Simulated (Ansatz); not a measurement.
# TaAl3: a line through a two-coordinate scan, part 2 of 2

How does the energy of TaAl₃ (I4/mmm, No. 139; 4 atoms in the cell) vary with lattice constant a (and b), at lattice constant c = 8.609 Å?

Ansatz 0.2.0; DFT PBEsol, scalar-relativistic, plane waves, PAW. The steps go on from the part before.

**11. Changed: occupations.method fermi_dirac, occupations.width 0.001**

File input.yaml:

```yaml
crystal:
  lattice:
    - [-2.01505, 2.01505, 4.30465]
    - [2.01505, -2.01505, 4.30465]
    - [2.01505, 2.01505, -4.30465]
  atoms:
    - { symbol: Ta, position: [0.5, 0.5, 0.0] }
    - { symbol: Al, position: [0.0, 0.0, 0.0] }
    - { symbol: Al, position: [0.75, 0.25, 0.5] }
    - { symbol: Al, position: [0.25, 0.75, 0.5] }
basis:
  ecutwfc: 420
kpoints:
  mp_grid: { grid: [14, 14, 14] }
hamiltonian:
  xc: pbesol
scf:
  occupations: { method: fermi_dirac, width: 0.001 }
output:
  forces: true
  eigenvalues: true
  stress: true
```

Started as:

```bash
$ ansatz run input.yaml --threads 2 --pin off --max-ram 4096MiB --backend cpu --events-out ev --progress --plain --runs-dir out
```

What it wrote, cut to the lines that bear on the results:

```text
Warning: RAYON_NUM_THREADS=2 ignored (pool sized by the plan → 2); use --threads N
[...]
Pseudopotentials: kind: paw
Pseudopotential: Ta, paw, valence charge 13, recommended cutoff 420 eV (normal), Ta.paw.azcp
Pseudopotential: Al, paw, valence charge 3, recommended cutoff 420 eV (normal), Al.paw.azcp
Functional definition: PBEsol
[...]
Crystal: 4 atoms, lattice volume = 69.915 Å³
Basis set: ecut = 420 eV, 1371 PW (Γ), exchange–correlation on 72×72×72 points (8 copies of the dense FFT grid, shifted against one another)
Bands: 15, of which v1, the nominal top of the filled ones, is band 11 counted from 1 (10 counted from 0)
Symmetry: 16 space group operations
Space group: I4/mmm (ITA 139), of the structure as read, at distance tolerance 4.1e-5 Å
k-points: 244 of 2744
[...]
SCF iter   1: F=—  HF=-11381.049254 eV  |F-HF|=—  |Δ(HF+E_count)|=         —  Δρ=4.37e-3  dr2=3.26e-2  ethr=1.77e-3  ⟨swp⟩=6.2  Hψ=22832  notcnv=0
[...]
SCF iter   6: F=-11381.042953 eV  HF=-11381.042953 eV  |F-HF|=7.02e-10  |Δ(HF+E_count)|=   4.13e-9  Δρ=1.78e-6  dr2=1.61e-9  ethr=1.36e-10  ⟨swp⟩=2.3  Hψ=12678  notcnv=0
[...]
SCF converged after 6 iterations
Free energy (F): -11381.042953 eV
[...]
E sigma→0 (E₀):  -11381.042950 eV
Entropy (-TS):   -0.000006 eV (-0.002 meV/atom)
Fermi energy:    10.321847 eV
[...]
--- Forces (eV/Å), atoms counted from 1 ---
  atom   1  Ta     0.00000000     0.00000000     0.00000000
  atom   2  Al    -0.00000000     0.00000000     0.00000000
  atom   3  Al    -0.00000000    -0.00000000     0.00000000
  atom   4  Al    -0.00000000     0.00000000     0.00000000
[...]
--- Stress (GPa, compression-positive) ---
      -14.827138       0.000000      -0.000000
        0.000000     -14.827138       0.000000
        0.000000      -0.000000      -7.925437
  P = ⅓ Tr σ = -12.5266 GPa (-125.266 kbar)
--- Band table (eV; the first three rows and the last of 244) ---
  k-point 0: bands = ["-57.5740", "-24.1395", "-24.1395", "-23.9357", "0.0559", "6.8663", "7.7785", "7.8199", "8.2022", "8.2022", "10.4300", "11.3114", "11.3114", "11.3539", "12.2885"]
[...]
```

It took 7.2 s on 2 threads of Arm Neoverse V2, shared host; peak memory 0.49 GiB.

```tsv
run	ending	energy change	pressure (GPa)	gap (eV)	force (eV/Å)	cycles	time
step 10	converged	0	-12.5	0.00	0.00	6	6.7 s
variant	converged	+0.1 meV/atom (σ→0)	-12.5	0.00	0.00	6	7.2 s
```

Changing the smearing leaves the energy as it was (+0.1 meV/atom).

**12. Point (4.097 Å, 8.609 Å)**

File input.yaml:

```yaml
crystal:
  lattice:
    - [-2.0486, 2.0486, 4.30465]
    - [2.0486, -2.0486, 4.30465]
    - [2.0486, 2.0486, -4.30465]
  atoms:
    - { symbol: Ta, position: [0.5, 0.5, 0.0] }
    - { symbol: Al, position: [0.0, 0.0, 0.0] }
    - { symbol: Al, position: [0.75, 0.25, 0.5] }
    - { symbol: Al, position: [0.25, 0.75, 0.5] }
basis:
  ecutwfc: 420
kpoints:
  mp_grid: { grid: [14, 14, 14] }
hamiltonian:
  xc: pbesol
scf:
  occupations: { method: gaussian, width: 0.15 }
output:
  forces: true
  stress: true
  eigenvalues: true
```

Started as:

```bash
$ ansatz run input.yaml --threads 2 --pin off --max-ram 4096MiB --backend cpu --events-out ev --progress --plain --runs-dir out
```

What it wrote, cut to the lines that bear on the results:

```text
[...]
SCF converged after 6 iterations
Free energy (F): -11380.808168 eV
[...]
E sigma→0 (E₀):  -11380.802821 eV
Entropy (-TS):   -0.010694 eV (-2.674 meV/atom)
Fermi energy:    9.912850 eV
[...]
--- Forces (eV/Å), atoms counted from 1 ---
  atom   1  Ta     0.00000000    -0.00000000    -0.00000000
  atom   2  Al    -0.00000000     0.00000000     0.00000000
  atom   3  Al     0.00000000    -0.00000000     0.00000000
  atom   4  Al    -0.00000000    -0.00000000     0.00000000
[...]
--- Stress (GPa, compression-positive) ---
      -17.855276       0.000000      -0.000000
        0.000000     -17.855276      -0.000000
       -0.000000       0.000000      -9.073903
  P = ⅓ Tr σ = -14.9282 GPa (-149.282 kbar)
--- Band table (eV; the first three rows and the last of 244) ---
  k-point 0: bands = ["-58.0881", "-24.6382", "-24.6382", "-24.4268", "-0.1586", "6.6518", "7.4522", "7.5848", "7.8133", "7.8133", "9.9923", "10.7116", "10.8034", "10.8034", "11.8657"]
[...]
```

Wall time 6.8 s (2 threads of Arm Neoverse V2, shared host); peak memory 0.5 GiB.

That is 152 meV/atom from the zero.

**13. Changing settings: ecutrho_ratio 4, mp_grid.grid [9, 9, 9]**

input.yaml: that of step 12 with these lines changed.

```diff
@@ -12,4 +12,5 @@
   ecutwfc: 420
+  ecutrho_ratio: 4
 kpoints:
-  mp_grid: { grid: [14, 14, 14] }
+  mp_grid: { grid: [9, 9, 9] }
 hamiltonian:
@@ -20,3 +21,3 @@
   forces: true
+  eigenvalues: true
   stress: true
-  eigenvalues: true
```

Started as:

```bash
$ ansatz run input.yaml --threads 2 --pin off --max-ram 4096MiB --backend cpu --events-out ev --progress --plain --runs-dir out
```

What it wrote, cut to the lines that bear on the results:

```text
Warning: RAYON_NUM_THREADS=2 ignored (pool sized by the plan → 2); use --threads N
[...]
Pseudopotentials: kind: paw
Pseudopotential: Ta, paw, valence charge 13, recommended cutoff 420 eV (normal), Ta.paw.azcp
Pseudopotential: Al, paw, valence charge 3, recommended cutoff 420 eV (normal), Al.paw.azcp
Functional definition: PBEsol
[...]
Crystal: 4 atoms, lattice volume = 72.262 Å³
Basis set: ecut = 420 eV, 1395 PW (Γ), exchange–correlation on 72×72×72 points (8 copies of the dense FFT grid, shifted against one another)
Bands: 15, of which v1, the nominal top of the filled ones, is band 11 counted from 1 (10 counted from 0)
Symmetry: 16 space group operations
Space group: I4/mmm (ITA 139), of the structure as read, at distance tolerance 4.2e-5 Å
k-points: 75 of 729
[...]
SCF iter   1: F=—  HF=-11380.816028 eV  |F-HF|=—  |Δ(HF+E_count)|=         —  Δρ=4.39e-3  dr2=3.52e-2  ethr=1.77e-3  ⟨swp⟩=5.4  Hψ=6466  notcnv=0
[...]
SCF iter   6: F=-11380.809196 eV  HF=-11380.809196 eV  |F-HF|=1.26e-9  |Δ(HF+E_count)|=   3.73e-8  Δρ=1.94e-6  dr2=3.33e-9  ethr=4.55e-10  ⟨swp⟩=5.1  Hψ=4821  notcnv=0
[...]
SCF converged after 6 iterations
Free energy (F): -11380.809196 eV
[...]
E sigma→0 (E₀):  -11380.804124 eV
Entropy (-TS):   -0.010143 eV (-2.536 meV/atom)
Fermi energy:    9.907724 eV
[...]
--- Forces (eV/Å), atoms counted from 1 ---
  atom   1  Ta     0.00000000     0.00000000     0.00000000
  atom   2  Al    -0.00000000     0.00000000     0.00000000
  atom   3  Al     0.00000000    -0.00000000     0.00000000
  atom   4  Al     0.00000000     0.00000000     0.00000000
[...]
--- Stress (GPa, compression-positive) ---
      -17.832402      -0.000000       0.000000
       -0.000000     -17.832402      -0.000000
        0.000000       0.000000      -9.055623
  P = ⅓ Tr σ = -14.9068 GPa (-149.068 kbar)
--- Band table (eV; the first three rows and the last of 75) ---
  k-point 0: bands = ["-58.0912", "-24.6416", "-24.6416", "-24.4285", "-0.1585", "6.6515", "7.4513", "7.5850", "7.8130", "7.8130", "9.9903", "10.7120", "10.8032", "10.8032", "11.8659"]
[...]
```

Run time: 2.4 s. Hardware: 2 threads of Arm Neoverse V2, shared host; peak memory 0.37 GiB.

```tsv
run	ending	energy change	pressure (GPa)	gap (eV)	force (eV/Å)	cycles	time
step 12	converged	0	-14.9	0.00	0.00	6	6.8 s
variant	converged	-0.3 meV/atom	-14.9	0.00	0.00	6	2.4 s
```

Changing the k-point mesh hardly moves the energy: -0.3 meV/atom. Cost: 2.4 s against 6.8 s.

**14. The line in numbers**

This closing draws on all 2 parts.

| lattice constant a (and b) (Å) | step | energy (meV/atom) | slope (meV/atom per Å) | pressure (GPa) |
| --- | --- | --- | --- | --- |
| 3.561 | 3 | 203 | −1695 | 25.4 |
| 3.628 | 4 | 107 | −1168 | 16.9 |
| 3.695 | 5 | 45 | −708 | 9.6 |
| 3.762 | 6 | 11 | −309 | 3.5 |
| 3.829 | 7 | 2.2 | 36 | −1.6 |
| 3.896 | 8 | 15 | 333 | −6.0 |
| 3.963 | 9 | 46 | 586 | −9.5 |
| 4.030 | 10 | 92 | 801 | −12.5 |
| 4.097 | 12 | 152 | 983 | −14.9 |

Energies count from the relaxed crystal. Slopes come from the forces (and the stress, where the cell changes), not from differences of energies.

```tsv
run	outcome
step 11, run with occupations.method fermi_dirac, occupations.width 0.001 (against step 10)	+0.1 meV/atom
step 13, run with ecutrho_ratio 4, mp_grid.grid [9, 9, 9] (against step 12)	-0.3 meV/atom
```

The lowest point of the line is at 3.829 Å, 2.2 meV/atom from the zero. Energies and slopes round the minimum, fitted together, put the minimum at 3.8217 Å, with a curvature of about 4900 meV/atom per Å². The highest point computed, at 3.561 Å, lies 201 meV/atom above the lowest. This is one cut through a surface in two coordinates; the map's lowest point lies off it. The runs treat Ta without spin-orbit coupling.
